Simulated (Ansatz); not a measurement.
# GeH2LiO radical (SMILES [Li][O][GeH2]): one structure at several levels

One table from this session's results is given with a row withheld; the runs are named, their logs left out.

Computed with Ansatz 0.2.0, Gaussian basis. Level: single points in def2-TZVPP.

Cores are frozen in the correlated methods. Filled d shells of the heavier atoms are correlated. The outer core shell of Li, Na, Mg and K is correlated. Orbitals are unrestricted.

## Starting geometry

SMILES `[Li][O][GeH2]`, 5 atoms, charge 0, spin multiplicity 2.

Atoms are counted from 1 here; the program's logs count them from 0.

Bond lengths: Li1–O2 1.581 Å, O2–Ge3 1.665 Å, Ge3–H4 1.690 Å, Ge3–H5 1.701 Å. Angles: Li1–O2–Ge3 173.0°, O2–Ge3–H4 105.2°, O2–Ge3–H5 101.1°, H4–Ge3–H5 95.5°.

Coordinates:

```xyz
5
charge 0, multiplicity 2
Li   -1.2508   -0.6075    1.9948
O    -0.1803   -0.3806    0.8531
Ge    0.7894   -0.1337   -0.4771
H    -0.2229   -0.3599   -1.8119
H     0.7976    1.5646   -0.5652
```

The first run:

run/in.yaml reads:

```yaml
crystal:
  periodic: [false, false, false]
  atoms:
    - {symbol: Li, position_ang: [-1.250800, -0.607500, 1.994800]}
    - {symbol: O, position_ang: [-0.180300, -0.380600, 0.853100]}
    - {symbol: Ge, position_ang: [0.789400, -0.133700, -0.477100]}
    - {symbol: H, position_ang: [-0.222900, -0.359900, -1.811900]}
    - {symbol: H, position_ang: [0.797600, 1.564600, -0.565200]}
basis:
  gaussian: {orbitals: def2-TZVPP}
magnetization: {spin_polarized: true, initial_magnetization: 1}
correlation: {method: ccsd_t}
scf: {omitted_lower_state_checks: [cluster_reference]}
output: {forces: true}
```

The command line of these runs was not kept.

Steps of the session up to this table: CCSD(T)/def2-TZVPP; PBE0-D4/def2-TZVPP; wB97M-V/def2-TZVPP; r2SCAN-D4/def2-TZVPP; PBE-D4/def2-TZVPP; LC-wPBE/def2-TZVPP; SPW92/def2-TZVPP.

One of the session's tables, all rows but one given; the rest of the session is left out.

| method | RMS force component (eV/Å) | angle to CCSD(T) forces (°) | dipole (D) |
| --- | --- | --- | --- |
| CCSD(T) | 1.246 | reference | 6.99 |
| PBE0-D4 | 1.182 | 3.0 | 6.97 |
| wB97M-V | ? | ? | ? |
| r2SCAN-D4 | 1.183 | 3.2 | 7.14 |
| PBE-D4 | 1.275 | 14.6 | 7.01 |
| LC-wPBE | 1.244 | 6.5 | 6.86 |
| SPW92 | 1.111 | 7.6 | 6.95 |

Q: Estimate the row for wB97M-V from the others.

The run gave: RMS force component (eV/Å): 1.231; angle to CCSD(T) forces (°): 2.6; dipole (D): 6.86. In the column «RMS force component (eV/Å)» it lies between r2SCAN-D4 (1.183) and LC-wPBE (1.244).
